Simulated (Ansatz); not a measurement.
# Ba2Tl5V3O12 (P1) in Ansatz: reference runs

Aim: a first look at Ba2Tl5V3O12 with PBE, on the cell as given.

Program: Ansatz 0.2.0. These are calculated values, not measurements. Logs are shortened: lines on timing, memory, paths and dates and some standing lists are left out, and cuts for length are marked.

## Step 1: The structure

The typed cell holds 22 atoms: a = 6.653 Å, b = 8.840 Å, c = 9.892 Å, α = 71.07°, β = 73.99°, γ = 70.69°.

The cell was built by a generator and needn't be a form met in nature.

## Step 2: Single point, PBE, collinear spin, ferromagnetic start

input.yaml

```yaml
crystal:
  lattice:
    - [6.65272, 0.04946, 0.02017]
    - [2.8607, 8.36464, 0.00384]
    - [2.68279, 2.46936, 9.19569]
  atoms:
    - { symbol: Ba, position: [0.80419, 0.04665, 0.02264] }
    - { symbol: Ba, position: [0.21205, 0.95157, 0.34012] }
    - { symbol: V, position: [0.7454, 0.70796, 0.33582], spin: 2.0 }
    - { symbol: V, position: [0.25963, 0.26599, 0.03225], spin: 2.0 }
    - { symbol: V, position: [0.04074, 0.07695, 0.66106], spin: 2.0 }
    - { symbol: Tl, position: [0.25636, 0.39847, 0.35003] }
    - { symbol: Tl, position: [0.58966, 0.34866, 0.60553] }
    - { symbol: Tl, position: [0.57327, 0.88069, 0.66842] }
    - { symbol: Tl, position: [0.74552, 0.49664, 0.11648] }
    - { symbol: Tl, position: [0.11891, 0.64206, 0.74303] }
    - { symbol: O, position: [0.28433, 0.09717, 0.54175] }
    - { symbol: O, position: [0.8535, 0.49575, 0.34386] }
    - { symbol: O, position: [0.40255, 0.20448, 0.17282] }
    - { symbol: O, position: [0.88414, 0.05377, 0.55967] }
    - { symbol: O, position: [0.14017, 0.47956, 0.98899] }
    - { symbol: O, position: [0.54627, 0.73631, 0.48712] }
    - { symbol: O, position: [0.90594, 0.24279, 0.73262] }
    - { symbol: O, position: [0.61543, 0.80058, 0.18857] }
    - { symbol: O, position: [0.05538, 0.16451, 0.10164] }
    - { symbol: O, position: [0.08209, 0.90404, 0.80708] }
    - { symbol: O, position: [0.44178, 0.20123, 0.89187] }
    - { symbol: O, position: [0.94269, 0.80417, 0.30862] }
kpoints:
  mp_grid: { grid: [5, 4, 3] }
scf:
  occupations: { method: fermi_dirac, width: 0.05 }
hamiltonian:
  xc: pbe
  pseudopotentials: { kind: all_electron, lapw: { basis_error: 0.003 } }
magnetization:
  spin_polarized: true
output:
  forces: true
  stress: true
  eigenvalues: true
  populations: true
```

Potentials or basis: all-electron LAPW, scalar-relativistic.

Launch:

```bash
ansatz run input.yaml --threads 8 --pin off --max-ram 30720MiB --backend cpu --events-out ev --progress --plain --runs-dir out
```

The program printed:

```text
Warning: RAYON_NUM_THREADS=8 ignored (pool sized by the plan → 8); use --threads N
Ba: projections on atomic orbitals take those of the free atom 1s2 2s2 2p6 3s2 3p6 3d10 4s2 4p6 4d10 5s2 5p6 6s2, of charge +0.00 (hamiltonian.pseudopotentials.projection_atoms)
V: projections on atomic orbitals take those of the free atom 1s2 2s2 2p6 3s2 3p6 3d3 4s2, of charge +0.00 (hamiltonian.pseudopotentials.projection_atoms)
Tl: projections on atomic orbitals take those of the free atom 1s2 2s2 2p6 3s2 3p6 3d10 4s2 4p6 4d10 4f14 5s2 5p6 5d10 6s2 6p1, of charge +0.00 (hamiltonian.pseudopotentials.projection_atoms)
O: projections on atomic orbitals take those of the free atom 1s2 2s2 2p4, of charge +0.00 (hamiltonian.pseudopotentials.projection_atoms)
LAPW: plane waves up to 11.367 Å⁻¹, error target 3.0e-3 eV per atom; small_component_spin mean_spin; O in spheres of 0.773 Å, 8 of its electrons in bands, Dirac shells []; V in spheres of 0.917 Å, 21 of its electrons in bands, Dirac shells []; Ba in spheres of 1.026 Å, 28 of its electrons in bands, Dirac shells []; Tl in spheres of 1.026 Å, 51 of its electrons in bands, Dirac shells [] (how accurate: hamiltonian.pseudopotentials.lapw.basis_error, Limitations)
Engine: ansatz 0.2.0, x86_64-unknown-linux-gnu
Pseudopotentials: kind: all_electron
Pseudopotential: Ba, LAPW, valence charge 28, lapw/all_electron/scalar/gaussian/Ba, Koelling and Harmon's equation, gaussian nucleus
Pseudopotential: V, LAPW, valence charge 21, lapw/all_electron/scalar/gaussian/V, Koelling and Harmon's equation, gaussian nucleus
[... 98 lines left out ...]
  k-point 2 ↑: bands = ["-598.2238", "-598.2004", "-598.1909", "-597.9740", "-597.9639", "-597.9596", "-597.9579", "-597.9520", "-597.9484", "-597.9065", "-597.8997", "-597.8845", "-597.7743", "-597.7681", "-597.7554", "-590.5110", "-590.4879", "-590.4759", "-498.4941", "-498.4662", "-498.4486", "-498.4486", "-498.4337", "-498.4222", "-498.4057", "-498.3776", "-498.3385", "-498.2654", "-498.2410", "-498.2254", "-490.9417", "-490.9280", "-490.9205", "-490.9191", "-490.9088", "-490.9022", "-490.8970", "-490.8918", "-490.8858", "-362.8026", "-362.7998", "-362.7925", "-362.7753", "-362.7719", "-362.5563", "-362.5531", "-362.5508", "-362.5426", "-362.5423", "-362.5404", "-362.5399", "-362.5375", "-362.5329", "-362.5305", "-362.4902", "-362.4885", "-362.4790", "-362.4735", "-362.4696", "-362.3583", "-362.3561", "-362.3482", "-362.3441", "-362.3396", "-229.2933", "-229.2358", "-166.4213", "-166.4095", "-166.4055", "-166.3670", "-166.3571", "-166.3410", "-119.0759", "-118.8368", "-118.8223", "-118.7666", "-118.6375", "-102.3921", "-102.3911", "-102.3845", "-102.3782", "-102.3752", "-102.3579", "-102.3576", "-102.1448", "-102.1438", "-102.1407", "-102.1370", "-102.1358", "-102.1305", "-102.1303", "-102.1283", "-102.1279", "-102.1268", "-102.1245", "-102.1235", "-102.1187", "-102.1184", "-102.0792", "-102.0791", "-102.0699", "-102.0683", "-102.0645", "-102.0589", "-102.0580", "-101.9471", "-101.9467", "-101.9396", "-101.9381", "-101.9339", "-101.9291", "-101.9281", "-75.2012", "-75.1967", "-75.1910", "-75.1846", "-75.1823", "-75.1502", "-75.1455", "-75.1315", "-75.1257", "-75.1230", "-64.3869", "-64.2948", "-64.2803", "-64.1151", "-64.0855", "-64.0773", "-64.0689", "-64.0642", "-64.0389", "-64.0326", "-64.0173", "-63.9863", "-63.9146", "-63.8797", "-63.8579", "-57.7700", "-57.7696", "-57.7539", "-31.7604", "-31.7419", "-31.7407", "-31.7395", "-31.7269", "-31.7122", "-31.7006", "-31.6956", "-31.6773", "-19.3845", "-19.3369", "-10.7174", "-10.6809", "-10.6237", "-10.3316", "-10.2943", "-10.2634", "-10.2321", "-10.2235", "-10.1492", "-10.1441", "-10.0230", "-9.9693", "-4.7118", "-4.5799", "-4.5570", "-4.5255", "-4.4674", "-4.4133", "-3.9299", "-3.9046", "-3.8936", "-3.7927", "-3.7824", "-3.7201", "-3.6637", "-3.6507", "-3.6176", "-3.6101", "-3.6049", "-3.5810", "-3.5713", "-3.5617", "-3.5497", "-3.5468", "-3.5247", "-3.5144", "-3.5081", "-3.4843", "-3.4400", "-3.4172", "-3.3988", "-3.3763", "-3.3535", "0.7938", "1.1127", "1.1871", "1.4609", "1.8336", "2.6971", "2.7532", "2.8152", "2.8449", "2.8829", "2.9235", "2.9862", "3.0553", "3.1146", "3.1397", "3.1859", "3.2261", "3.4357", "3.5262", "3.6901", "3.7302", "3.7830", "3.8944", "3.9769", "4.0456", "4.0764", "4.1945", "4.2980", "4.4090", "4.5491", "4.6085", "4.7165", "4.9020", "4.9556", "4.9990", "5.0432", "5.0778", "5.1816", "5.2297", "5.4862", "5.8046", "8.8703", "9.2059", "9.3088", "9.3407", "9.3880", "9.4608", "9.5090", "9.6822", "9.9811", "10.0960", "10.2293", "10.2925", "10.4413", "10.5150", "10.6540", "10.7675", "10.8218", "10.8859", "10.9691", "11.0288", "11.1101", "11.2894", "11.4576", "11.7516", "11.9306", "12.1007", "12.2211", "12.3656", "12.4998", "12.6706", "12.8022", "12.9640", "13.1426", "13.3063", "13.4409", "13.6263", "13.8024", "14.0736", "14.1681", "14.3940", "14.5163", "14.8635", "14.9831", "15.2712", "15.5732", "15.7142", "15.7966", "15.8862", "16.0113", "16.0453", "16.1223"]
  k-point 30 ↓: bands = ["-598.2238", "-598.2004", "-598.1909", "-597.9740", "-597.9639", "-597.9596", "-597.9579", "-597.9520", "-597.9484", "-597.9065", "-597.8997", "-597.8845", "-597.7743", "-597.7681", "-597.7554", "-590.5110", "-590.4879", "-590.4759", "-498.4941", "-498.4662", "-498.4486", "-498.4486", "-498.4337", "-498.4222", "-498.4057", "-498.3776", "-498.3385", "-498.2654", "-498.2410", "-498.2254", "-490.9417", "-490.9280", "-490.9205", "-490.9191", "-490.9088", "-490.9022", "-490.8970", "-490.8918", "-490.8858", "-362.8026", "-362.7998", "-362.7925", "-362.7753", "-362.7719", "-362.5563", "-362.5531", "-362.5508", "-362.5426", "-362.5423", "-362.5404", "-362.5399", "-362.5375", "-362.5329", "-362.5305", "-362.4902", "-362.4885", "-362.4790", "-362.4735", "-362.4696", "-362.3583", "-362.3561", "-362.3482", "-362.3441", "-362.3396", "-229.2933", "-229.2358", "-166.4213", "-166.4095", "-166.4055", "-166.3670", "-166.3571", "-166.3410", "-119.0759", "-118.8368", "-118.8223", "-118.7666", "-118.6375", "-102.3921", "-102.3911", "-102.3845", "-102.3782", "-102.3752", "-102.3579", "-102.3576", "-102.1448", "-102.1438", "-102.1407", "-102.1370", "-102.1357", "-102.1305", "-102.1303", "-102.1283", "-102.1279", "-102.1268", "-102.1245", "-102.1235", "-102.1187", "-102.1184", "-102.0792", "-102.0791", "-102.0699", "-102.0683", "-102.0645", "-102.0589", "-102.0580", "-101.9471", "-101.9467", "-101.9396", "-101.9381", "-101.9339", "-101.9291", "-101.9281", "-75.2012", "-75.1967", "-75.1910", "-75.1846", "-75.1823", "-75.1502", "-75.1455", "-75.1315", "-75.1257", "-75.1230", "-64.3869", "-64.2948", "-64.2803", "-64.1151", "-64.0855", "-64.0773", "-64.0689", "-64.0642", "-64.0389", "-64.0326", "-64.0173", "-63.9863", "-63.9146", "-63.8797", "-63.8579", "-57.7700", "-57.7696", "-57.7539", "-31.7604", "-31.7419", "-31.7407", "-31.7395", "-31.7269", "-31.7122", "-31.7006", "-31.6956", "-31.6773", "-19.3789", "-19.3419", "-10.7072", "-10.6976", "-10.6529", "-10.3146", "-10.2953", "-10.2756", "-10.2531", "-10.2198", "-10.1551", "-10.1284", "-9.9994", "-9.9477", "-4.6627", "-4.6172", "-4.5635", "-4.5195", "-4.4616", "-4.4394", "-3.9321", "-3.9094", "-3.8937", "-3.7906", "-3.7835", "-3.6966", "-3.6703", "-3.6479", "-3.6305", "-3.6155", "-3.6035", "-3.5833", "-3.5646", "-3.5593", "-3.5487", "-3.5412", "-3.5223", "-3.5147", "-3.5122", "-3.4886", "-3.4420", "-3.4196", "-3.3972", "-3.3737", "-3.3584", "0.8093", "1.0226", "1.2004", "1.4270", "1.7490", "2.6603", "2.7097", "2.7700", "2.8338", "2.9072", "2.9687", "2.9951", "3.0110", "3.1282", "3.1353", "3.3310", "3.4297", "3.5006", "3.5546", "3.6602", "3.7080", "3.8111", "3.8730", "3.9750", "4.0727", "4.1403", "4.2027", "4.2791", "4.4289", "4.5370", "4.7116", "4.7597", "4.8450", "4.9223", "4.9607", "5.0061", "5.0840", "5.1934", "5.3014", "5.4185", "5.6731", "8.8513", "9.1190", "9.2396", "9.2961", "9.3697", "9.4150", "9.5567", "9.7067", "9.8298", "9.9413", "10.1592", "10.3982", "10.5010", "10.6496", "10.7257", "10.7710", "10.8186", "10.9090", "11.0074", "11.0620", "11.1215", "11.2632", "11.4967", "11.5860", "11.7910", "12.1045", "12.2764", "12.5025", "12.6153", "12.8627", "13.0452", "13.1277", "13.2947", "13.4550", "13.4923", "13.6439", "13.9108", "14.0137", "14.1088", "14.2553", "14.4475", "14.8355", "15.0265", "15.1796", "15.4398", "15.5653", "15.6738", "15.7953", "15.9150", "16.0102", "16.0465"]
--- Löwdin populations: 22 sites ---
  site symbol       q [e]    m [muB]
     0     Ba     54.1681     0.0000
     1     Ba     54.1722     0.0000
     2      V     21.7016     0.0000
     3      V     21.7046     0.0000
     4      V     21.7111     0.0000
     5     Tl     80.5886     0.0000
[... 14 lines left out ...]
    20      O      8.6877    -0.0000
    21      O      8.7986    -0.0000
  spilling = 0.001343 (of n_electrons = 682.000000)
```

Wall time 65 min (8 threads of AMD EPYC 7R13 (Zen 3), shared host); peak memory 20 GiB.

What came out:

- Free energy: -3298718.0764 eV
- Pressure: 0.0 GPa
- Largest force: 0.010 eV/Å
- Band gap on the k mesh: 2.90 eV, indirect (least direct gap 3.01 eV)
- Net moment: 0.00 μB per cell
- Absolute moment: 0.00 μB per cell
- Loewdin charges: Ba +1.83; V +1.30, +1.29; Tl +0.41, +0.42, +0.43, +0.40; O -0.69, -0.63, -0.78, -0.70, -0.64, -0.71, -0.68, -0.80, -0.85, -0.72 e

Forces in eV/Å, atoms in the order of the input:
```
Ba  -0.003  0.000  0.010
Ba  -0.002 -0.001  0.002
V    0.006  0.001 -0.004
V   -0.004  0.002  0.006
V   -0.001  0.001 -0.009
Tl   0.002  0.004 -0.001
Tl  -0.002  0.001 -0.003
Tl   0.000 -0.002 -0.003
Tl  -0.004  0.002  0.001
Tl  -0.001 -0.003 -0.001
O   -0.004  0.000  0.005
O    0.000 -0.003  0.003
O    0.003 -0.001 -0.008
O    0.004  0.002  0.004
O    0.004 -0.003  0.000
O    0.001  0.000  0.002
O    0.001 -0.001  0.000
O   -0.001  0.001 -0.004
O    0.000  0.002 -0.005
O    0.002  0.000  0.004
O    0.001  0.000  0.000
O   -0.001 -0.001  0.001
```

Caveat: spin-orbit coupling is left out, which as a rule narrows the gap of such compounds by several tenths of an eV; an odd mesh through Γ misses points on the zone boundary, where band edges often lie; the starting moments weren't kept.
